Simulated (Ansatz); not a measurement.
# GaO₂−: geometry and frequencies at several levels

One table from this session's results is given with a row withheld; the runs are named, their logs left out.

Method: the levels named in each step, in Ansatz 0.2.0.

## The starting structure

Bond lengths: O1–Ga2 1.642 Å, Ga2–O3 1.642 Å. Angles: O1–Ga2–O3 180.0°.

Coordinates:

```xyz
3

O     0.0000    0.0000   -1.6419
Ga    0.0000    0.0000    0.0000
O     0.0000    0.0000    1.6419
```

Set-up of the first run:

The input, input.yaml:

```yaml
crystal:
  periodic: [false, false, false]
  atoms:
    - { symbol: O, position_ang: [0.0, 0.0, -1.64187] }
    - { symbol: Ga, position_ang: [0.0, 0.0, -1.0e-05] }
    - { symbol: O, position_ang: [0.0, 0.0, 1.64188] }
total_charge: -1
basis:
  gaussian: { orbitals: def2-SVPD }
hamiltonian:
  xc: pbe
  dispersion: d4
relax:
  f_tol: 0.03
  max_steps: 200
```

The run is started by

```
$ ansatz run input.yaml --threads 2 --pin off --max-ram 5120MiB --backend cpu --events-out ev --progress --plain --runs-dir out
```

Steps of the session up to this table: A rough first relaxation, PBE-D4/def2-SVPD; Relaxation, PBE0-D4/def2-TZVPPD; Frequencies, PBE0-D4/def2-TZVPPD; Relaxation, PBE-D4/def2-TZVPPD; Frequencies, PBE-D4/def2-TZVPPD; Relaxation, r2SCAN-D4/def2-TZVPPD; Frequencies, r2SCAN-D4/def2-TZVPPD; Relaxation, B3LYP-D4/def2-TZVPPD; Frequencies, B3LYP-D4/def2-TZVPPD; Relaxation, B2PLYP/def2-TZVPPD; Frequencies, B2PLYP/def2-TZVPPD.

One of the session's tables, all rows but one given; the rest of the session is left out.

| level | O1–Ga2 (Å) | Ga2–O3 (Å) | rotational constants (MHz) | highest frequency (cm⁻¹) |
| --- | --- | --- | --- | --- |
| PBE0-D4/def2-TZVPPD | 1.6841 | 1.6841 | 5570.1 | 936 |
| PBE-D4/def2-TZVPPD | 1.7054 | 1.7054 | 5432.1 | 884 |
| r2SCAN-D4/def2-TZVPPD | ? | ? | ? | ? |
| B3LYP-D4/def2-TZVPPD | 1.6947 | 1.6947 | 5500.9 | 913 |
| B2PLYP/def2-TZVPPD | 1.7012 | 1.7012 | 5459 | 901 |

Q: Estimate the row for r2SCAN-D4/def2-TZVPPD from the others.

The run gave: O1–Ga2 (Å): 1.6873; Ga2–O3 (Å): 1.6873; rotational constants (MHz): 5548.8; highest frequency (cm⁻¹): 927. In the column «O1–Ga2 (Å)» it lies between PBE0-D4/def2-TZVPPD (1.6841) and B3LYP-D4/def2-TZVPPD (1.6947).
